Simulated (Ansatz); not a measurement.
# interstitial Al in Si: molecular dynamics, part 2 of 2

The plan is to see whether the interstitial stays in its void or moves on. The start is relaxed first. Runs: 140 steps of 3 fs under a Langevin thermostat at 600 K; 170 steps of 2 fs under a Langevin thermostat at 840 K. The host cell (diamond) has 16 atoms; the extra atom is the last.

Ansatz 0.2.0; DFT PBE, plane waves, PAW, scalar-relativistic, collinear spin. The steps go on from the part before.

### Step 7. Snapshots as a file

Positions (Å) and forces (eV/Å):

```xyz
17
Lattice="0.000 5.430 5.430 5.430 0.000 5.430 5.430 5.430 0.000" Properties=species:S:1:pos:R:3:forces:R:3 pbc="T T T" time_fs=69.0 T=425 dE=0.8303
Si   -0.202   -0.070   -0.006    0.260    0.763   -0.528
Si    1.135    1.341    1.457    0.460    0.077   -1.481
Si    2.646    2.505   -0.075   -0.653    0.605    0.130
Si    3.970    3.916    1.292    0.878   -1.421    0.143
Si    2.784    0.255    2.659    0.179   -1.169    0.366
Si    3.985    1.461    4.152    0.699   -0.363    0.220
Si    5.472    2.666    2.896   -0.628    0.440   -0.260
Si    6.882    4.233    4.093    0.232   -0.701    0.258
Si   -0.030    2.679    2.890    0.191    0.666    0.118
Si    1.421    4.014    4.232   -0.321    0.445   -1.022
Si    2.821    5.263    2.659   -1.262    0.226    0.993
Si    4.072    6.641    4.011   -0.555    0.269    0.437
Si    2.616    2.554    5.579    0.617   -0.510   -0.020
Si    4.054    3.945    6.885   -0.185    0.725   -0.255
Si    5.306    5.359    5.422    0.827   -0.275    0.945
Si    6.711    6.625    6.973   -0.413   -0.197   -0.631
Al    6.772    9.517    6.851   -0.323    0.419    0.587
17
Lattice="0.000 5.430 5.430 5.430 0.000 5.430 5.430 5.430 0.000" Properties=species:S:1:pos:R:3:forces:R:3 pbc="T T T" time_fs=141.0 T=354 dE=0.9673
Si   -0.247    0.027    0.036    0.372    0.455    0.123
Si    1.319    1.346    1.455   -0.002    0.077    0.084
Si    2.684    2.633    0.038   -0.604   -0.130    0.149
Si    3.952    3.986    1.349   -0.135    0.543    1.083
Si    2.942    0.170    2.827   -0.936   -1.032   -0.669
Si    3.905    1.486    4.330    1.282    0.568   -1.068
Si    5.311    2.685    2.755   -0.351   -0.002    0.893
Si    6.889    4.020    4.054   -0.250    0.310   -0.541
Si    0.067    2.682    2.930   -0.758    0.495   -0.841
Si    1.290    4.117    4.283    0.046   -0.182   -1.035
Si    2.545    5.367    2.748    0.470    0.509   -0.114
Si    3.970    6.795    4.108    0.031   -0.829   -1.047
Si    2.601    2.685    5.643    0.452   -0.158    0.249
Si    4.226    4.174    6.813   -0.422   -1.074    0.791
Si    5.392    5.381    5.253    0.188    0.199    0.117
Si    6.513    6.694    6.808    0.823   -0.219    0.172
Al    6.795    9.657    6.785   -0.204    0.471    1.653
17
Lattice="0.000 5.430 5.430 5.430 0.000 5.430 5.430 5.430 0.000" Properties=species:S:1:pos:R:3:forces:R:3 pbc="T T T" time_fs=210.0 T=645 dE=0.9274
Si   -0.065    0.135   -0.074   -0.851    0.070    0.298
Si    1.330    1.507    1.376    0.089   -0.819   -0.397
Si    2.603    2.682   -0.171    0.218   -0.038    0.149
Si    3.920    3.927    1.249    0.990    0.840    0.023
Si    2.882    0.252    2.752   -0.652   -0.880   -0.394
Si    3.975    1.643    4.114    0.612   -1.092    1.054
Si    5.366    2.802    2.868   -0.112    0.294    0.103
Si    6.839    4.355    4.251   -0.256    0.035   -0.807
Si   -0.027    2.680    2.800   -0.235    0.295   -0.057
Si    1.256    4.100    4.089    0.793   -0.092    0.514
Si    2.569    5.308    2.561    0.165    0.402    0.480
Si    3.921    6.754    3.910    0.091   -0.937    0.568
Si    2.721    2.788    5.572   -1.688    0.136   -0.167
Si    4.120    4.048    6.861    0.062    1.028    0.336
Si    5.324    5.590    5.538   -0.935   -0.407   -1.117
Si    6.608    6.839    6.887    1.169    0.557    0.199
Al    6.639    9.662    7.033    0.539    0.610   -0.786
17
Lattice="0.000 5.430 5.430 5.430 0.000 5.430 5.430 5.430 0.000" Properties=species:S:1:pos:R:3:forces:R:3 pbc="T T T" time_fs=279.0 T=567 dE=1.6855
Si   -0.197    0.032   -0.132    0.247   -0.753    2.096
Si    1.108    1.492    1.416    0.563   -0.485   -1.423
Si    2.561    2.730   -0.035    0.295   -1.026   -0.231
Si    3.815    3.999    1.394    1.515    0.349    0.434
Si    2.613    0.237    2.719    0.971   -0.559    0.220
Si    4.011    1.373    4.171   -1.047    1.708   -1.065
Si    5.460    2.866    3.109   -2.626   -1.980   -2.350
Si    6.805    4.190    4.103    0.630    2.621    1.732
Si    0.057    2.861    2.864   -0.632   -0.125    0.412
Si    1.373    4.112    4.286    0.619   -0.459   -0.546
Si    2.441    5.385    2.675    0.544    0.628   -0.147
Si    3.891    6.888    3.803   -0.296   -0.313    1.445
Si    2.775    2.683    5.639   -0.539   -0.469   -0.087
Si    4.140    4.105    6.926   -0.881    1.278   -0.431
Si    5.177    5.587    5.381    0.394   -0.439   -0.529
Si    6.474    6.832    6.890    0.547    0.532    0.020
Al    6.633    9.646    6.811   -0.304   -0.508    0.451
17
Lattice="0.000 5.430 5.430 5.430 0.000 5.430 5.430 5.430 0.000" Properties=species:S:1:pos:R:3:forces:R:3 pbc="T T T" time_fs=351.0 T=507 dE=0.9783
Si    0.031    0.358   -0.022   -0.245   -1.643   -0.436
Si    1.434    1.452    1.393    0.106    1.462   -0.019
Si    2.800    2.828   -0.052   -0.975    0.302    0.462
Si    4.115    4.184    1.364   -0.168    0.194   -0.927
Si    2.826    0.100    2.581   -0.206   -0.633    1.233
Si    3.904    1.363    4.118   -0.565    0.309    0.636
Si    5.171    2.632    2.763    0.765    0.597    0.414
Si    6.694    4.164    4.102    0.522   -0.395   -0.811
Si    0.018    2.795    2.773    0.611   -0.712    0.694
Si    1.420    4.126    4.165   -0.566    0.325   -0.358
Si    2.646    5.442    2.606   -0.812    0.200    0.383
Si    3.892    6.846    3.963    0.730    0.325   -0.520
Si    2.553    2.629    5.597    1.668    0.281   -0.745
Si    4.218    4.095    6.828   -1.215   -0.190   -1.149
Si    5.236    5.532    5.296   -0.002   -0.537    0.025
Si    6.494    6.736    6.767    0.485   -0.165    0.737
Al    6.646    9.547    6.855   -0.135    0.279    0.383
17
Lattice="0.000 5.430 5.430 5.430 0.000 5.430 5.430 5.430 0.000" Properties=species:S:1:pos:R:3:forces:R:3 pbc="T T T" time_fs=420.0 T=556 dE=1.2876
Si   -0.027    0.174   -0.113    0.141   -0.754    0.101
Si    1.320    1.461    1.308    0.766    0.688   -0.026
Si    2.894    2.880    0.045   -1.403   -0.915   -0.894
Si    4.080    4.212    1.484    1.353   -0.523   -0.524
Si    2.735    0.108    2.680   -0.584   -0.543   -0.170
Si    3.985    1.372    4.040   -0.121    0.571    0.474
Si    5.479    2.646    2.874   -1.037    0.177   -0.943
Si    6.730    4.110    4.057    1.383    0.612    0.781
Si    0.015    2.819    2.740    0.785    0.602   -0.672
Si    1.603    4.061    4.120   -2.035    0.157   -0.548
Si    2.574    5.465    2.613    0.667    0.717    0.642
Si    4.004    6.906    3.838   -0.984    0.136    0.927
Si    2.591    2.559    5.530    2.419   -0.134   -1.042
Si    4.049    4.115    6.688   -0.137   -0.465    0.697
Si    5.171    5.475    5.201    1.183    0.158    0.507
Si    6.641    6.755    6.755   -1.718   -0.950   -0.193
Al    6.751    9.574    6.686   -0.678    0.467    0.883
```

On run 1: Against a set 600 K the second half averages 572 K with a spread of 96 K (in equilibrium 17 atoms would scatter by about 119 K, over a far longer run). No atom gets farther than 0.39 Å from its start, with the drift of the whole removed, against a typical distance of 2.3 Å between sites at the start. The interstitial Al17 strays up to 0.36 Å from where this run began and ends 0.08 Å from it (the host's drift taken out), so it has kept its site.

### Step 8. Run 2

170 steps of 2 fs under a Langevin thermostat at 840 K, starting from the last frame of an earlier run, with new velocities.

File input.yaml:

```yaml
crystal:
  lattice:
    - [0.0, 5.43, 5.43]
    - [5.43, 0.0, 5.43]
    - [5.43, 5.43, 0.0]
  atoms:
    - { symbol: Si, position: [0.00807002, -0.02888542, 0.02391762] }
    - { symbol: Si, position: [0.13337192, 0.10741285, 0.13574345] }
    - { symbol: Si, position: [0.00283082, 0.00547637, 0.52747768] }
    - { symbol: Si, position: [0.1487735, 0.12443549, 0.62690782] }
    - { symbol: Si, position: [0.00497389, 0.48866073, 0.01495506] }
    - { symbol: Si, position: [0.13137241, 0.6125688, 0.12125663] }
    - { symbol: Si, position: [0.00370507, 0.52551071, 0.48351191] }
    - { symbol: Si, position: [0.13226507, 0.61482378, 0.62466337] }
    - { symbol: Si, position: [0.51050693, -0.00598002, 0.00871826] }
    - { symbol: Si, position: [0.60577244, 0.15296994, 0.14217666] }
    - { symbol: Si, position: [0.5068229, -0.02558211, 0.49954185] }
    - { symbol: Si, position: [0.62055362, 0.08624176, 0.6512287] }
    - { symbol: Si, position: [0.50625522, 0.51218083, -0.03492037] }
    - { symbol: Si, position: [0.62189613, 0.60974483, 0.13584918] }
    - { symbol: Si, position: [0.50695092, 0.45085186, 0.50140321] }
    - { symbol: Si, position: [0.63248121, 0.61155427, 0.61151839] }
    - { symbol: Al, position: [0.87555546, 0.35570198, 0.88764649], spin: 1.0 }
magnetization:
  spin_polarized: true
basis:
  ecutwfc: 250.0
kpoints:
  mp_grid: { grid: [2, 2, 2] }
hamiltonian:
  xc: pbe
  pseudopotentials: { kind: paw, azcp: { folder: soft_1 } }
scf:
  occupations: { method: fermi_dirac, width: 0.05 }
  lower_state_search: "off"
  max_iter: 84
md:
  timestep: 2
  n_steps: 170
  ensemble: nvt_langevin
  temperature: 840.0
  initial_velocities: maxwell_boltzmann
  seed: 261315
  friction: 0.02
```

On the command line:

```bash
> ansatz run input.yaml --threads 1 --pin off --max-ram 3072MiB --backend cpu --events-out ev --progress --plain --runs-dir out
```

Output (excerpt; [...] marks lines left out):

```text
Warning: md: disabling space-group detection — thermal motion breaks the input geometry's symmetry, so no spatial operation reduces the k-mesh or symmetrises the density; time reversal is kept, so that k and −k are solved as one point where they differ and the mesh holds both, and exact [...]
Warning: basis.ecutwfc = 250 eV is below the records' recommended 420 eV, and the density's cutoff is lower with it unless basis.ecutrho_ratio is high enough to keep the records' density cutoff: compare with a run at a higher cutoff
Warning: RAYON_NUM_THREADS=1 ignored (pool sized by the plan → 1); use --threads N
[...]
[... 4 set-up lines as earlier in the session ...]
[...]
spin-set hold released at iteration 7 (site moments contracting): the magnetisation degrees of freedom join the quasi-Newton model from the next iteration; the mixer history was flushed
[...]
WARN: the starting moments were not kept: the SCF closed with an absolute magnetisation of 1.9e-5 μB, where they sum to 1 μB in size (1 site). That is at most 0.1 of that sum. Measured as dr2_m measures the in/out step, that magnetisation stands 1.0e-11 eV from none, at or under the [...]
md step     0: t =     0.00 fs  T =   790.6 K  F+E_penalty+E_count = -10704.94624176 eV  E_kin = 1.737254 eV  (14 SCF iters)
[...]
Starting moments: Σ|m| = 1 μB on 1 of 17 sites; this step starts from the density that it was given
[...]
SCF iter   1: F=—  HF=-10705.027312 eV  |F-HF|=—  |Δ(HF+E_count)|=         —  Δρ=7.88e-4 (↑7.73e-4 ↓7.88e-4)  dr2=9.97e-3  dr2_m=9.10e-6  M=0.000 μB ∫|m|=0.005 μB  β_m=0.30  ethr=1.12e-5  ⟨swp⟩=4.2  Hψ=4266  notcnv=0  defer=3
[...]
```

### Step 9. The log goes on: dynamics from the last frame of the run before

The log, continued (excerpt; [...] marks lines left out):

```text
[...]
spin=Collinear: Kerker preconditioning applied to the charge; magnetization (m = ρ↑ − ρ↓) channel mixes plain (no charge-response kernel on spin).
SCF iter   2: F=—  HF=-10705.026243 eV  |F-HF|=—  |Δ(HF+E_count)|=   1.07e-3  Δρ=5.89e-4 (↑5.77e-4 ↓5.89e-4)  dr2=5.47e-3  dr2_m=5.24e-6  M=0.000 μB ∫|m|=0.004 μB  β_m=0.65  ethr=1.12e-5  ⟨swp⟩=1.0  Hψ=816  notcnv=0
[...]
  atom   3  Si     0.07989375    -0.19820565     0.58109840
  atom   4  Si    -0.70408741     0.60272352     0.03793537
  atom   5  Si     0.90473184    -0.04254586     0.35475362
  atom   6  Si    -0.18041312    -0.19932959    -0.34698654
  atom   7  Si    -0.00669190    -1.90412962     0.33823892
  atom   8  Si    -1.10956098     1.61033199     0.20242816
[...]
--- MD trajectory: 170 steps, t = 0.0 → 340.0 fs ---
  final state: T = 872.9 K   F+E_penalty+E_count = -10704.40084793 eV   E_kin = 1.918082 eV
```

Wall time 19 min (1 thread of AMD EPYC 7R43 (Zen 3), shared host); peak memory 0.49 GiB.

### Step 10. What the atoms did

The trajectory, every 13 steps (energies from step 0); msd is the mean square displacement from the start, the centre of mass held:

```csv
time (fs),T (K),potential energy change (meV/atom),msd Al (Å²),msd Si (Å²)
0.0,791,0.0,0.000,0.000
26.0,623,12.4,0.024,0.037
52.0,854,17.4,0.052,0.069
78.0,1059,-5.1,0.111,0.101
104.0,485,41.8,0.173,0.125
130.0,746,19.2,0.217,0.130
156.0,531,50.7,0.195,0.143
182.0,909,36.9,0.206,0.111
208.0,1023,30.9,0.137,0.092
234.0,1106,9.9,0.116,0.096
260.0,887,33.0,0.052,0.110
286.0,770,38.0,0.090,0.123
312.0,847,17.0,0.165,0.148
338.0,874,29.7,0.170,0.168
340.0,873,32.1,0.164,0.169
```

time (fs), T (K) and a bar:
```
      0.0        791 ###############
     14.0       1003 ##########################
     30.0        585 #####
     44.0        681 ##########
     60.0        681 ##########
     74.0       1058 #############################
     88.0        896 #####################
    104.0        485 
    118.0        539 ###
    134.0        599 ######
    148.0        859 ###################
    162.0        688 ##########
    178.0        981 #########################
    192.0        698 ###########
    206.0       1077 ##############################
    222.0        811 #################
    236.0        949 #######################
    252.0        826 #################
    266.0        795 ################
    280.0        766 ##############
    296.0        672 #########
    310.0        810 ################
    326.0        668 #########
    340.0        873 ####################
```

Pair distribution over the second half of the run:

```csv
r (Å),g Si–Si,g Si–Al
0.68,0.00,0.00
0.84,0.00,0.00
1.00,0.00,0.00
1.16,0.00,0.00
1.32,0.00,0.00
1.48,0.00,0.00
1.64,0.00,0.00
1.80,0.00,0.00
1.96,0.00,0.00
2.12,0.45,0.00
2.28,3.83,1.42
2.44,2.61,4.66
2.60,0.54,3.29
2.76,0.15,2.15
2.92,0.02,1.40
3.08,0.00,0.70
```

First peaks of g(r) (not always the tallest), and, where a minimum follows, the mean number of second-named atoms round a first-named one up to the next minimum:

```csv
pair,peak (Å),height,minimum (Å),neighbours
Si–Si,2.36,4.0,-,-
Si–Al,2.52,4.8,-,-
```

Maxima of the velocity power spectrum (cm⁻¹, relative height; resolution about 200 cm⁻¹): 170 (55), 440 (100).

### Step 11. Frames from the trajectory

Extended XYZ, with forces in eV/Å:

```xyz
17
Lattice="0.000 5.430 5.430 5.430 0.000 5.430 5.430 5.430 0.000" Properties=species:S:1:pos:R:3:forces:R:3 pbc="T T T" time_fs=56.0 T=833 dE=0.3950
Si   -0.486    0.016   -0.232    0.424    0.877    0.465
Si    1.183    1.508    1.365    0.461   -1.312   -1.160
Si    2.737    2.624   -0.062   -0.402    0.647    1.134
Si    4.091    3.961    1.433   -1.125    0.108   -0.427
Si    2.654   -0.189    2.668   -0.266    0.679   -0.643
Si    3.814    1.337    3.683    0.949    2.041    1.516
Si    5.533    2.731    2.819   -0.324   -0.874   -0.227
Si    6.806    4.158    4.170    0.179   -1.138    0.273
Si    0.051    2.952    2.683   -0.397    0.698    0.055
Si    1.292    4.402    4.025    0.242   -1.178    0.629
Si    2.743    5.510    2.663    1.162    0.301    0.068
Si    4.189    6.986    3.975   -0.751   -0.802   -0.713
Si    2.789    2.572    5.495    0.239    1.117   -1.406
Si    4.110    4.232    6.638   -0.128   -1.517    0.402
Si    5.395    5.527    5.291    0.266    0.681    0.319
Si    6.775    6.755    6.740   -0.513    0.241    0.458
Al    6.606    9.757    6.572   -0.017   -0.570   -0.742
17
Lattice="0.000 5.430 5.430 5.430 0.000 5.430 5.430 5.430 0.000" Properties=species:S:1:pos:R:3:forces:R:3 pbc="T T T" time_fs=114.0 T=626 dE=0.5321
Si   -0.184    0.369   -0.052   -1.232   -1.634   -1.680
Si    1.256    1.153    1.388    0.742    2.071    1.110
Si    2.630    2.614    0.103   -0.949   -0.369   -0.662
Si    4.030    3.955    1.212    0.140    1.865    0.705
Si    2.694   -0.022    2.686    0.440   -0.894    0.151
Si    4.052    1.595    3.769   -1.152   -2.378    0.725
Si    5.415    2.880    2.757    2.114    1.117    0.336
Si    6.826    4.220    4.310   -0.542    0.043   -0.666
Si   -0.097    2.720    2.660    0.501    0.569   -0.759
Si    1.312    4.220    3.925   -0.756    0.373   -0.645
Si    2.945    5.459    2.781    0.074   -0.466   -0.129
Si    4.128    6.930    4.162   -0.061   -0.494    0.226
Si    2.714    2.759    5.140    0.112   -1.052    0.204
Si    3.978    4.035    6.541    0.644    0.806    1.527
Si    5.430    5.674    5.641    0.664   -0.518   -0.149
Si    7.009    6.893    7.011   -0.884    0.102   -1.141
Al    6.533    9.354    6.349    0.144    0.861    0.848
17
Lattice="0.000 5.430 5.430 5.430 0.000 5.430 5.430 5.430 0.000" Properties=species:S:1:pos:R:3:forces:R:3 pbc="T T T" time_fs=170.0 T=706 dE=0.7165
Si   -0.063    0.204   -0.181   -0.703    0.116    0.187
Si    1.157    1.237    1.548    1.123    0.623   -1.342
Si    2.488    2.757    0.023    0.694   -0.864    1.916
Si    3.970    4.226    1.283    0.484   -0.605   -0.103
Si    2.627   -0.182    2.724   -0.804    0.410    0.663
Si    4.016    1.367    3.829    0.088    0.283   -0.478
Si    5.464    2.973    2.916   -0.296   -0.900   -1.268
Si    6.637    4.266    4.417    0.533    0.110   -1.738
Si   -0.116    2.802    2.628   -0.693   -1.557    0.781
Si    1.192    4.119    3.825    1.980    0.989    1.303
Si    3.029    5.482    2.999   -2.356   -1.323   -1.795
Si    4.054    6.939    4.239    1.098    1.591    0.728
Si    2.933    2.552    5.438   -1.232   -0.561   -0.620
Si    3.983    4.033    6.760    0.369    1.242   -0.401
Si    5.378    5.620    5.676   -0.636    0.340    0.491
Si    6.934    6.743    6.984    0.190    0.774    0.875
Al    6.600    9.374    6.342    0.160   -0.667    0.800
17
Lattice="0.000 5.430 5.430 5.430 0.000 5.430 5.430 5.430 0.000" Properties=species:S:1:pos:R:3:forces:R:3 pbc="T T T" time_fs=226.0 T=881 dE=0.3721
Si   -0.235    0.137   -0.151   -0.069    0.227    0.030
Si    1.261    1.385    1.411   -1.196    0.211   -0.470
Si    2.566    2.962    0.328   -0.752   -0.898   -1.624
Si    3.880    4.288    1.528    1.226    0.927    0.120
Si    2.430   -0.120    2.685    0.679    0.593    1.195
Si    3.858    1.357    3.754    0.282   -0.313    0.879
Si    5.314    2.866    2.821   -1.175    0.118   -0.266
Si    6.565    4.122    4.199    0.687    0.592    1.810
Si   -0.048    2.644    2.889   -1.010   -0.070    0.473
Si    1.529    3.773    4.216   -0.940    1.135   -2.123
Si    2.610    5.532    3.013    0.127   -0.039    0.802
Si    3.882    6.921    4.485    1.127   -0.276   -0.498
Si    2.798    2.392    5.523    0.572   -0.171    1.093
Si    3.967    4.093    6.921    0.401   -1.770    0.317
Si    5.370    5.478    5.820   -1.004    0.094   -2.309
Si    6.595    6.808    7.109    1.577    0.131   -0.168
Al    6.645    9.531    6.493   -0.533   -0.490    0.739
17
Lattice="0.000 5.430 5.430 5.430 0.000 5.430 5.430 5.430 0.000" Properties=species:S:1:pos:R:3:forces:R:3 pbc="T T T" time_fs=284.0 T=763 dE=0.6562
Si   -0.355    0.095    0.036   -0.376   -0.058   -0.010
Si    0.981    1.430    1.458    1.233   -1.725   -0.688
Si    2.419    2.764    0.262   -0.276    1.129   -0.698
Si    3.605    4.355    1.584    0.848   -0.614   -0.509
Si    2.460   -0.216    2.813    0.513    1.807   -0.607
Si    3.812    1.405    3.973   -0.350   -1.867   -0.278
Si    5.044    2.897    2.937    0.108    0.807   -1.117
Si    6.391    4.265    4.182    1.061   -1.710    1.055
Si   -0.194    2.386    3.032    0.092    1.782    1.169
Si    1.246    4.015    4.174   -0.213   -0.266    0.321
Si    2.352    5.746    2.982   -0.131   -0.991   -0.115
Si    3.812    6.712    4.441   -0.658    0.763    0.456
Si    2.994    2.493    5.690   -1.090    0.682    0.137
Si    4.110    3.916    7.117   -0.348    0.095    0.331
Si    5.184    5.394    5.704    0.583    0.954    0.954
Si    6.575    7.065    6.937   -0.878   -1.922    0.010
Al    6.596    9.390    6.644   -0.117    1.135   -0.410
17
Lattice="0.000 5.430 5.430 5.430 0.000 5.430 5.430 5.430 0.000" Properties=species:S:1:pos:R:3:forces:R:3 pbc="T T T" time_fs=340.0 T=873 dE=0.5454
Si   -0.390    0.084   -0.061   -0.767    0.458    0.579
Si    0.804    1.313    1.496    0.241    0.532    0.592
Si    2.264    2.801    0.390    0.080   -0.198    0.581
Si    3.766    4.241    1.446   -0.704    0.603    0.038
Si    2.264    0.143    2.915    0.905   -0.043    0.355
Si    3.946    1.473    3.869   -0.180   -0.199   -0.347
Si    5.208    3.115    2.776   -0.007   -1.904    0.338
Si    6.570    4.073    4.332   -1.110    1.610    0.202
Si   -0.278    2.463    3.278    0.007    1.542   -1.202
Si    1.013    4.276    4.139    1.425   -1.467   -0.208
Si    2.526    5.642    2.911   -0.291    0.126    0.071
Si    3.655    6.858    4.643   -0.553   -0.544   -1.158
Si    2.910    2.724    5.450   -0.330    0.169   -0.334
Si    3.850    4.018    7.264    0.986    0.289   -0.076
Si    5.088    5.519    5.736    1.079   -1.462    0.853
Si    6.718    6.910    6.772   -0.365   -0.518    0.469
Al    6.827    9.378    6.734   -0.417    1.006   -0.753
```

Reading of run 2. Against a set 840 K the second half averages 824 K with a spread of 128 K (in equilibrium 17 atoms would scatter by about 166 K, over a far longer run). The cutoff lies far under the datasets' advice, so the forces are not those of the functional. The farthest move is 0.74 Å against a mean nearest distance of 2.3 Å: a large displacement, and the run is too short to tell whether atoms leave their places. The interstitial Al17 strays up to 0.50 Å from where this run began and ends 0.43 Å from it (the host's drift taken out), so it has kept its site.

### Step 12. Summary of results

What follows sums up all 2 parts.

```
                                    quantity                                    value
                     relaxation of the start                  2 moves, 0.330 eV lower
                               run 1: length                        140 steps of 3 fs
     run 1: temperature, first and last step                            565 and 556 K
             run 1: temperature, second half            mean 572 K, from 361 to 839 K
        run 1: potential energy, second half  +71 meV/atom from this run's first step
run 1: mean square displacement, second half                    Si 0.038, Al 0.016 Å²
                               run 2: length                        170 steps of 2 fs
     run 2: temperature, first and last step                            791 and 873 K
             run 2: temperature, second half           mean 824 K, from 562 to 1206 K
        run 2: potential energy, second half  +34 meV/atom from this run's first step
run 2: mean square displacement, second half                    Al 0.131, Si 0.119 Å²
```

**Reading.** Mean temperatures of the second halves: 572 K, 824 K. In the last run: the interstitial Al17 strays up to 0.50 Å from where this run began and ends 0.43 Å from it (the host's drift taken out), so it has kept its site. A run of 340 fs with 17 atoms shows the motion but fixes no equilibrium value.
